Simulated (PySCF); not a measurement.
**C6H9NO2Si: NMR shifts in solvents**

Aim: compute the NMR shifts of C6H9NO2Si (`C=C(C)[SiH2]OC(=O)CC#N`), and see what a dielectric continuum does where one was used.

The runs use PySCF 2.14.0, with density-fitted response routines of our own; the level of theory stands in each step. All values are computed, except where a source is named. Atoms count from 0, in the outputs and in this text.

### 1 Starting geometry

19 atoms, charge 0, multiplicity 1; geometry from: GFN2-xTB.

Bonds of the start (Å): C0–C1 1.33, C1–C2 1.50, C1–Si3 1.89, Si3–O4 1.68, O4–C5 1.31, C5–O6 1.20, C5–C7 1.53, C7–C8 1.44, C8–N9 1.14, C0–H10 1.08, C0–H11 1.08, C2–H12 1.09, C2–H13 1.09, C2–H14 1.09, Si3–H15 1.46, Si3–H16 1.46, C7–H17 1.09, C7–H18 1.09.

### 2 Optimising the geometry at PBE0-D3(BJ)/def2-SVP

What the job is given:

```
{"job": {"xc": "PBE0", "basis": "def2-SVP", "d3": "d3bj", "grid": 1, "kind": "geom"}, "charge": 0, "multiplicity": 1}
C     -3.189728     0.221509    -0.762830
C     -1.992238     0.042728    -0.220258
C     -1.815046    -0.029243     1.267794
Si    -0.480513    -0.127556    -1.334433
O      0.757445    -0.228143    -0.205553
C      2.005982    -0.398156    -0.569891
O      2.362866    -0.546405    -1.704062
C      2.964938    -0.375881     0.620068
C      3.087488     0.986089     1.072960
N      3.173460     2.069816     1.423133
H     -3.323506     0.277438    -1.829362
H     -4.083755     0.319220    -0.166406
H     -2.772073     0.044135     1.779976
H     -1.335623    -0.966623     1.544660
H     -1.169877     0.780085     1.606019
H     -0.477336    -1.369515    -2.104359
H     -0.223303     1.043252    -2.165698
H      2.557795    -0.984537     1.431068
H      3.943221    -0.748962     0.309712
```

Started as:

```
$ OMP_NUM_THREADS=1 python probes_run.py task.json out
```

This one command runs all jobs of the session in turn.

The program printed:

```text
step   0  E = -727.72770498  max force = 0.035819
step   1  E = -727.73253888  max force = 0.004275
step   2  E = -727.73293347  max force = 0.002369
step   3  E = -727.73304131  max force = 0.006298
step   4  E = -727.73331492  max force = 0.003623
step   5  E = -727.73364640  max force = 0.003113
step   6  E = -727.73417413  max force = 0.004815
step   7  E = -727.73465489  max force = 0.004773
step   8  E = -727.73499498  max force = 0.003363
step   9  E = -727.73534725  max force = 0.001577
step  10  E = -727.73577262  max force = 0.004529
step  11  E = -727.73633037  max force = 0.007570
step  12  E = -727.73645703  max force = 0.008533
step  13  E = -727.73715310  max force = 0.003253
step  14  E = -727.73730407  max force = 0.002263
step  15  E = -727.73741318  max force = 0.001802
step  16  E = -727.73743139  max force = 0.000483
step  17  E = -727.73743846  max force = 0.000198
optimisation converged
```

Run time: 15 min. Hardware: 1 thread, shared host.

The steps of the relaxation:

```
step  energy from step 0 (eV)  largest force component (eV/Å)
   0                   0.0000                          1.8419
   1                  -0.1315                          0.2198
   2                  -0.1423                          0.1218
   3                  -0.1452                          0.3239
   4                  -0.1527                          0.1863
   5                  -0.1617                          0.1601
   6                  -0.1760                          0.2476
   7                  -0.1891                          0.2454
   8                  -0.1984                          0.1729
   9                  -0.2080                          0.0811
  10                  -0.2195                          0.2329
  11                  -0.2347                          0.3893
  12                  -0.2382                          0.4388
  13                  -0.2571                          0.1673
  14                  -0.2612                          0.1164
  15                  -0.2642                          0.0927
  16                  -0.2647                          0.0248
  17                  -0.2649                          0.0102
```

Distances of close pairs at the start and the end, largest changes first:

```
   bond  before (Å)  after (Å)  change (Å)
 Si3–O4       1.678      1.731      +0.052
Si3–H15       1.461      1.489      +0.028
Si3–H16       1.459      1.486      +0.028
 C1–Si3       1.886      1.861      -0.024
 C0–H10       1.076      1.095      +0.019
 C0–H11       1.079      1.097      +0.018
  C0–C1       1.327      1.341      +0.015
 C2–H13       1.089      1.103      +0.014
```

The next job starts from the end point, and lists it.

```
                         at the end point                value
  point group (found at 0.08 Å tolerance)                   C1
rotational constants (GHz, main isotopes)  1.650, 0.710, 0.526
                        dipole moment (D)                 1.84
```

### 3 Nuclear shieldings: PBE0/pcSseg-1 in chloroform

What the job is given:

```
{"job": {"kind": "nmr", "xc": "PBE0", "basis": "pcSseg-1", "solvent": "chloroform", "pop": true}, "charge": 0, "multiplicity": 1}
C     -3.134036     0.207390    -1.151081
C     -2.217492    -0.500333    -0.474236
C     -2.232078    -0.645000     1.020161
Si    -0.862399    -1.340324    -1.434776
O      0.575428    -0.815650    -0.626955
C      1.771198    -1.224000    -1.012860
O      1.979108    -1.909522    -1.977114
C      2.896662    -0.706962    -0.127188
C      2.482917    -0.262573     1.193764
N      2.157487     0.081402     2.248721
H     -3.099439     0.316888    -2.239952
H     -3.961112     0.713060    -0.637613
H     -3.056663    -0.075168     1.474534
H     -2.341302    -1.701742     1.317172
H     -1.282925    -0.294010     1.457336
H     -0.888535    -2.825022    -1.322452
H     -0.834444    -0.892667    -2.851842
H      3.656208    -1.498324    -0.048095
H      3.374601     0.131217    -0.661804
```

With the program's defaults for keys left out, this is: GIAO PBE0/pcSseg-1 NMR shielding, non-relativistic, IEF-PCM chloroform.

The program printed:

```text
coarse grid: 16960 points
cycle   1  E = -727.8105576899  dE =  1.354e+00  |g| = 1.018e+00  |ddm| = 4.023e+00
cycle   2  E = -727.3796401363  dE =  4.309e-01  |g| = 1.820e+00  |ddm| = 1.977e+00
cycle   3  E = -727.9964380525  dE = -6.168e-01  |g| = 2.802e-01  |ddm| = 1.392e+00
cycle   4  E = -728.0107088022  dE = -1.427e-02  |g| = 9.517e-02  |ddm| = 2.316e-01
cycle   5  E = -728.0122486035  dE = -1.540e-03  |g| = 2.789e-02  |ddm| = 7.019e-02
cycle   6  E = -728.0124092058  dE = -1.606e-04  |g| = 7.550e-03  |ddm| = 2.273e-02
cycle   7  E = -728.0124185575  dE = -9.352e-06  |g| = 3.585e-03  |ddm| = 6.125e-03
cycle   8  E = -728.0124210009  dE = -2.443e-06  |g| = 6.109e-04  |ddm| = 2.555e-03
final grid: 160936 points
cycle   9  E = -728.0911350753  dE = -2.347e-05  |g| = 1.216e-02  |ddm| = 2.610e-02
cycle  10  E = -728.0911040926  dE =  3.098e-05  |g| = 1.794e-02  |ddm| = 1.971e-02
cycle  11  E = -728.0911635251  dE = -5.943e-05  |g| = 2.007e-03  |ddm| = 1.173e-02
cycle  12  E = -728.0911642903  dE = -7.652e-07  |g| = 4.760e-04  |ddm| = 1.476e-03
cycle  13  E = -728.0911643279  dE = -3.755e-08  |g| = 1.747e-04  |ddm| = 3.949e-04
cycle  14  E = -728.0911643337  dE = -5.886e-09  |g| = 5.587e-05  |ddm| = 1.403e-04
cycle  15  E = -728.0911643343  dE = -5.232e-10  |g| = 2.542e-05  |ddm| = 5.112e-05
converged SCF energy = -728.0911643343

GIAO shielding tensors (ppm)
atom      isotropic    diamagn.    paramagn.     s11        s22        s33       span
  0 C       42.299     252.507    -210.208    -76.757     57.684    145.970    222.727
  1 C       35.609     265.709    -230.100    -79.958     11.560    175.224    255.182
  2 C      160.452     248.789     -88.337    146.738    150.581    184.039     37.301
  3 Si     363.100     883.498    -520.397    330.728    367.404    391.169     60.440
  4 O      115.090     409.235    -294.145    -29.720    179.748    195.241    224.962
  5 C       14.225     247.475    -233.250    -80.631     49.566     73.741    154.372
  6 O     -103.481     401.175    -504.656   -344.279   -225.558    259.394    603.673
  7 C      158.914     252.841     -93.927    135.387    157.715    183.639     48.252
  8 C       61.430     261.771    -200.341    -55.748    -50.771    290.809    346.557
  9 N      -30.574     342.089    -372.662   -196.724   -189.563    294.565    491.289
 10 H       25.127      30.704      -5.577     21.712     24.015     29.654      7.942
 11 H       24.937      30.052      -5.115     21.465     24.449     28.897      7.433
 12 H       29.168      30.976      -1.808     25.512     27.575     34.417      8.905
 13 H       29.097      29.699      -0.602     25.701     27.205     34.385      8.684
 14 H       28.730      34.622      -5.892     23.575     28.532     34.083     10.508
 15 H       26.056      30.241      -4.185     23.234     24.807     30.126      6.892
 16 H       26.169      31.565      -5.395     22.656     25.379     30.472      7.816
 17 H       27.927      23.832       4.095     23.229     27.498     33.054      9.825
 18 H       27.664      26.547       1.117     23.927     26.660     32.405      8.478
```

Wall time 1.7 min (1 thread, shared host).

The references, computed at this level on geometries of the same kind, shield at (ppm): ¹H TMS 31.25, ¹³C TMS 185.2, ²⁹Si TMS 351.9, ¹⁵N NH3 267.8, ¹⁷O H2O 341.0. Their shielding less the atom's gives the shift. The references are single molecules in the same continuum, so shifts against H2O, NH3, PH3, H3PO4 or CFCl3 are not on the usual liquid scales and can be off by tens of ppm. Atoms listed in one row are averaged.

```
        atoms                             environment  σ (ppm)  δ (ppm)
           C5                         carbonyl carbon     14.2    170.9
           C1         fully substituted alkene carbon     35.6    149.6
           C0                    terminal =CH2 carbon     42.3    142.9
           C8                          nitrile carbon     61.4    123.7
           C7                 sp3 CH2 α to a carbonyl    158.9     26.3
           C2                   allylic methyl carbon    160.5     24.7
          H11      hydrogen on a terminal =CH2 carbon    24.94     6.31
          H10      hydrogen on a terminal =CH2 carbon    25.13     6.12
     H15, H16    hydrogen on a silicon bonded to C, O    26.11     5.13
     H17, H18  hydrogen on an sp3 CH2 α to a carbonyl    27.80     3.45
H12, H13, H14    hydrogen on an allylic methyl carbon    29.00     2.25
          Si3             silicon bonded to C, O, 2 H    363.1    -11.2
           O6                         carbonyl oxygen   -103.5    444.5
           O4                  oxygen bonded to C, Si    115.1    225.9
           N9                        nitrile nitrogen    -30.6    298.4
```

Charges from the same density, by scheme (e):

```
atoms  Mulliken    IAO  Hirshfeld  ESP fit
   C0     -0.11  -0.29      -0.09    -0.52
   C1     -0.60  -0.27      -0.08     0.13
   C2     -0.20  -0.42      -0.11    -0.47
  Si3      0.85   0.95       0.40     0.43
   O4     -0.60  -0.56      -0.18    -0.47
   C5      0.53   0.55       0.23     0.95
   O6     -0.43  -0.47      -0.27    -0.59
   C7     -0.20  -0.35      -0.04    -0.75
   C8      0.11   0.17       0.09     0.58
   N9     -0.31  -0.28      -0.26    -0.57
```

Mayer bond orders: C0–C1 1.95, C1–C2 1.04, C1–Si3 0.89, Si3–O4 0.75, O4–C5 1.13, C5–O6 1.93, C5–C7 0.96, C7–C8 1.00, C8–N9 3.04.

### 4 NMR shieldings: PBE0/pcSseg-1 in dimethylsulfoxide

Same as in step 3 but for these lines:

```diff
@@ -1,2 +1,2 @@
-{"job": {"kind": "nmr", "xc": "PBE0", "basis": "pcSseg-1", "solvent": "chloroform", "pop": true}, "charge": 0, "multiplicity": 1}
+{"job": {"kind": "nmr", "xc": "PBE0", "basis": "pcSseg-1", "solvent": "dimethylsulfoxide", "pop": false}, "charge": 0, "multiplicity": 1}
 C     -3.134036     0.207390    -1.151081
```

With the program's defaults for keys left out, this is: GIAO PBE0/pcSseg-1 NMR shielding, non-relativistic, IEF-PCM dimethylsulfoxide.

The program printed:

```text
coarse grid: 16960 points
cycle   1  E = -727.8196000533  dE =  1.345e+00  |g| = 1.010e+00  |ddm| = 4.023e+00
cycle   2  E = -727.4240949433  dE =  3.955e-01  |g| = 1.766e+00  |ddm| = 1.895e+00
cycle   3  E = -728.0031260022  dE = -5.790e-01  |g| = 2.589e-01  |ddm| = 1.315e+00
cycle   4  E = -728.0152410522  dE = -1.212e-02  |g| = 9.065e-02  |ddm| = 2.136e-01
cycle   5  E = -728.0166332982  dE = -1.392e-03  |g| = 2.634e-02  |ddm| = 6.591e-02
cycle   6  E = -728.0167776248  dE = -1.443e-04  |g| = 6.585e-03  |ddm| = 2.132e-02
cycle   7  E = -728.0167845645  dE = -6.940e-06  |g| = 3.323e-03  |ddm| = 5.408e-03
cycle   8  E = -728.0167866518  dE = -2.087e-06  |g| = 5.414e-04  |ddm| = 2.312e-03
final grid: 160936 points
cycle   9  E = -728.0954903437  dE = -2.375e-05  |g| = 1.210e-02  |ddm| = 2.607e-02
cycle  10  E = -728.0954608552  dE =  2.949e-05  |g| = 1.770e-02  |ddm| = 1.938e-02
cycle  11  E = -728.0955185971  dE = -5.774e-05  |g| = 1.863e-03  |ddm| = 1.138e-02
cycle  12  E = -728.0955192640  dE = -6.669e-07  |g| = 4.347e-04  |ddm| = 1.362e-03
cycle  13  E = -728.0955192943  dE = -3.029e-08  |g| = 1.743e-04  |ddm| = 3.663e-04
cycle  14  E = -728.0955193002  dE = -5.869e-09  |g| = 4.757e-05  |ddm| = 1.350e-04
cycle  15  E = -728.0955193005  dE = -3.647e-10  |g| = 2.374e-05  |ddm| = 4.591e-05
converged SCF energy = -728.0955193005

GIAO shielding tensors (ppm)
atom      isotropic    diamagn.    paramagn.     s11        s22        s33       span
  0 C       41.617     252.538    -210.922    -77.567     55.862    146.554    224.121
  1 C       35.950     265.739    -229.789    -79.569     12.270    175.148    254.716
  2 C      160.639     248.985     -88.346    146.929    150.798    184.191     37.262
  3 Si     363.283     883.552    -520.268    331.015    367.421    391.413     60.397
  4 O      115.338     409.427    -294.089    -29.631    180.341    195.305    224.937
  5 C       13.545     247.668    -234.123    -80.257     47.017     73.875    154.132
  6 O      -96.110     401.636    -497.746   -332.917   -216.234    260.821    593.738
  7 C      158.717     252.876     -94.159    135.197    157.253    183.701     48.504
  8 C       59.706     261.803    -202.097    -57.960    -53.416    290.494    348.454
  9 N      -24.484     342.650    -367.134   -188.442   -180.379    295.369    483.811
 10 H       25.046      30.613      -5.567     21.640     23.926     29.573      7.932
 11 H       24.866      29.994      -5.128     21.389     24.383     28.826      7.438
 12 H       29.121      30.974      -1.853     25.453     27.516     34.395      8.942
 13 H       29.040      29.686      -0.646     25.637     27.130     34.351      8.714
 14 H       28.836      34.825      -5.989     23.684     28.664     34.160     10.476
 15 H       26.058      30.277      -4.219     23.240     24.810     30.125      6.885
 16 H       26.155      31.582      -5.427     22.635     25.361     30.469      7.834
 17 H       27.781      23.521       4.260     23.051     27.324     32.969      9.918
 18 H       27.483      26.261       1.222     23.719     26.427     32.302      8.584
```

It took 1.7 min on 1 thread, shared host.

Key values: δ C5 171.9, C1 149.5, C0 143.9, C8 125.8, H11 6.37, H10 6.19 ppm.

### 5 Side by side: NMR shifts

Shifts (ppm) of some atoms, chosen among heavy atoms and hydrogens apart, means over like atoms, with basis size and wall time:

```
                               run     C0     C8   H10   H17     O6     O4     N9  functions     time
       PBE0/pcSseg-1 in chloroform  142.9  123.7  6.12  3.45  444.5  225.9  298.4        222  1.7 min
PBE0/pcSseg-1 in dimethylsulfoxide  143.9  125.8  6.19  3.61  439.2  227.7  293.0        222  1.7 min
```

The continuum's effect on the ground state:

```
          solvent      ε  polarisation energy (Eh)  μ (D)
       chloroform   4.71                   -0.0123   2.24
dimethylsulfoxide  46.83                   -0.0180   2.39
```

### 6 Results

| quantity | value |
| --- | --- |
| point group | C1 |
| rotational constants (main isotopes) | 1.65, 0.71, 0.53 GHz |
| ¹³C shifts against TMS (PBE0/pcSseg-1, chloroform) | 170.9, 149.6, 142.9, 123.7, 26.3, 24.7 ppm |
| ¹H shifts against TMS (PBE0/pcSseg-1, chloroform, means over atoms taken as alike) | 6.31, 6.12, 5.13, 3.45, 2.25 ppm |
| ²⁹Si shifts against TMS (PBE0/pcSseg-1, chloroform) | -11.2 ppm |
| ¹⁷O shifts against H2O (PBE0/pcSseg-1, chloroform) | 444.5, 225.9 ppm |
| ¹⁵N shifts against NH3 (PBE0/pcSseg-1, chloroform) | 298.4 ppm |
| range of the shift of N9 | 293.0 to 298.4 ppm |

In words: The optimisation took 17 steps and gained 0.265 eV; among the close pairs (by a distance rule), Si3–O4 changed most, from 1.678 to 1.731 Å. At PBE0/pcSseg-1: The widest tensor belongs to O6: span 604 ppm, with a paramagnetic part of -505 ppm. In ppm, N9 moves most: its shift spreads over 5.3 ppm, from 293.0 (PBE0/pcSseg-1 in dimethylsulfoxide) to 298.4 (PBE0/pcSseg-1 in chloroform). The continuum holds electrostatics alone: no hydrogen bonds to the solvent, and the gas-phase geometry is kept.
